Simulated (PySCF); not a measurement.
# SnH3O2 (SMILES [OH][SnH][OH]): UTPSSh/x2c-TZVPPall (sfX2C)

What is the vertical ionisation energy of SnH3O2 at UTPSSh/x2c-TZVPPall (sfX2C)? The job is set up through a Python script.

The calculation is run with PySCF 2.14.0.

## Step 1: Starting point

SnH3O2: 6 atoms, total charge 0, spin state doublet. SMILES: `[OH][SnH][OH]`. The coordinates come from a PBE0-D4/def2-TZVP relaxation. This is one conformer, not always the lowest.

Bond lengths: O1–Sn2 1.978 Å, Sn2–O3 1.963 Å, O1–H4 0.960 Å, Sn2–H5 1.748 Å, O3–H6 0.962 Å. Angles: O1–Sn2–O3 99.7°, O1–Sn2–H5 110.6°, O3–Sn2–H5 104.3°, Sn2–O1–H4 115.0°, Sn2–O3–H6 112.0°.

## Step 2: The energy at UTPSSh/x2c-TZVPPall (sfX2C)

Contents of input.xyz:

```xyz
6

O     -1.248300    -0.684700    -0.233400
Sn     0.417000     0.302500    -0.639600
O      1.413900    -0.038300     1.016700
H     -1.852000    -0.783400    -0.973600
H      0.128600     2.026100    -0.624300
H      1.182700    -0.886000     1.408100
```

Contents of job.py:

```python
from pyscf import gto, dft

mol = gto.Mole()
mol.atom = 'input.xyz'
mol.verbose = 4
mol.max_memory = 1860
mol.charge = 0
mol.basis = 'x2c-tzvppall'
mol.spin = 1
mol.build()

calc0 = dft.UKS(mol)
calc0.xc = 'tpssh'
calc0 = calc0.sfx2c1e()
calc0.conv_tol = 1e-10
calc0.grids.level = 4
calc0.kernel()
if not calc0.converged:
    calc0 = calc0.newton().run(calc0.mo_coeff, calc0.mo_occ)

e_tot = calc0.e_tot
print('Final energy', e_tot)
```

On the command line:

```console
$ OMP_NUM_THREADS=1 python job.py
```

The program printed:

```text
PySCF version 2.14.0

[... 115 lines left out ...]
converged SCF energy = -6328.83178530975  <S^2> = 0.75465807  2S+1 = 2.0046527
Final energy -6328.831785309746
```

It took 2.8 min on 1 thread of Arm Neoverse V1, shared host; peak memory 1.4 GiB.

## Step 3: The singlet cation at the same level

Contents of job.py:

```python
from pyscf import gto, dft

mol = gto.Mole()
mol.atom = '''
O     -2.358945    -1.293895    -0.441062
Sn     0.788016     0.571642    -1.208669
O      2.671884    -0.072377     1.921285
H     -3.499773    -1.480411    -1.839837
H      0.243019     3.828774    -1.179756
H      2.234979    -1.674297     2.660923
'''
mol.spin = 0
mol.charge = 1
mol.verbose = 3
mol.max_memory = 1860
mol.basis = 'x2c-tzvppall'
mol.unit = 'bohr'
mol.build()

ks = dft.RKS(mol)
ks.xc = 'tpssh'
ks = ks.x2c()
ks.conv_tol = 1e-10
ks.grids.level = 4
ks.kernel()
if not ks.converged:
    ks = ks.newton().run(ks.mo_coeff, ks.mo_occ)

energy = ks.e_tot
print('E = %.10f Eh' % energy)
```

On the command line:

```console
$ OMP_NUM_THREADS=1 python job.py
```

The program printed:

```text
converged SCF energy = -6328.52031971198
E = -6328.5203197120 Eh
```

It took 77 s on 1 thread of Arm Neoverse V1, shared host; peak memory 1.3 GiB.

## Step 4: What came out

Level: UTPSSh/x2c-TZVPPall (sfX2C).

```
                                          quantity           value
                      doublet SnH3O2: total energy  -6328.83179 Eh
                     doublet SnH3O2: dipole moment          2.31 D
doublet SnH3O2: HOMO energy (highest over α and β)        -5.80 eV
 doublet SnH3O2: LUMO energy (lowest over α and β)        -3.82 eV
                              doublet SnH3O2: ⟨S²⟩           0.755
                      singlet cation: total energy  -6328.52032 Eh
                       singlet cation: HOMO energy       -14.09 eV
                       singlet cation: LUMO energy       -11.09 eV
                     singlet cation: HOMO–LUMO gap         2.99 eV
vertical ionisation energy (to the singlet cation)        8.475 eV
```

In words: The vertical ionisation energy comes to 8.48 eV (195 kcal/mol). Only the singlet of the ionised species was computed; a triplet could lie lower. Mulliken charges (singlet cation) run from -0.38 on O1 to +1.21 on Sn2.
